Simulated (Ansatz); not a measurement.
# PC3: the cost of one run

Program: Ansatz 0.2.0. Level of theory: DFT PBE, scalar-relativistic, plane waves, PAW. These are calculated values, not measurements.

2 further runs of the same task are left out: 1 that didn't finish, 1 set aside as unsound or not needed. Runs told in other sessions of the task aren't counted.

### Step 1. Starting point

Symmetry: Fm-3m, No. 225, cubic system. The conventional cell has a = 6.674 Å, b = 6.674 Å, c = 6.674 Å, α = 90.00°, β = 90.00°, γ = 90.00°. P (site symmetry m-3m) has 8 C at 2.89 Å in its first shell of neighbours. C (site symmetry m-3m) is surrounded by 8 C at 2.89 Å. C (site symmetry -43m) is surrounded by 4 P at 2.89 Å and 4 C at 2.89 Å.

As a file:

```
CELL_PARAMETERS angstrom
0.00000 3.33682 3.33682
3.33682 0.00000 3.33682
3.33682 3.33682 0.00000
ATOMIC_POSITIONS crystal
P 0.00000 0.00000 0.00000
C 0.50000 0.50000 0.50000
C 0.25000 0.25000 0.25000
C 0.75000 0.75000 0.75000
```

The cell is invented: species swapped into a database cell of NdMg3 (Fm-3m, No. 225), with P on the Nd sites and C on the Mg sites. The dimensions are guesses.

### Step 2. The guess as it stands, on a coarse mesh

The input, input.yaml:

```yaml
crystal:
  lattice:
    - [0.0, 3.33681694, 3.33681694]
    - [3.33681694, 0.0, 3.33681694]
    - [3.33681694, 3.33681694, 0.0]
  atoms:
    - { symbol: P, position: [0.0, 0.0, 0.0] }
    - { symbol: C, position: [0.5, 0.5, 0.5] }
    - { symbol: C, position: [0.25, 0.25, 0.25] }
    - { symbol: C, position: [0.75, 0.75, 0.75] }
basis:
  ecutwfc: 420
kpoints:
  mp_grid: { grid: [4, 4, 4] }
hamiltonian:
  xc: pbe
scf:
  occupations: { method: gaussian, width: 0.1 }
  lower_state_search: "off"
output:
  forces: true
  stress: true
  eigenvalues: true
```

Started as:

```console
ansatz run input.yaml --threads 1 --pin off --max-ram 2560MiB --backend cpu --events-out ev --progress --plain --runs-dir out
```

Q: Estimate wall time and peak memory on 1 thread of Intel Xeon at 2.50GHz (Skylake/Cascade Lake), shared host.

About 2.2 s, with a peak of 0.31 GiB.
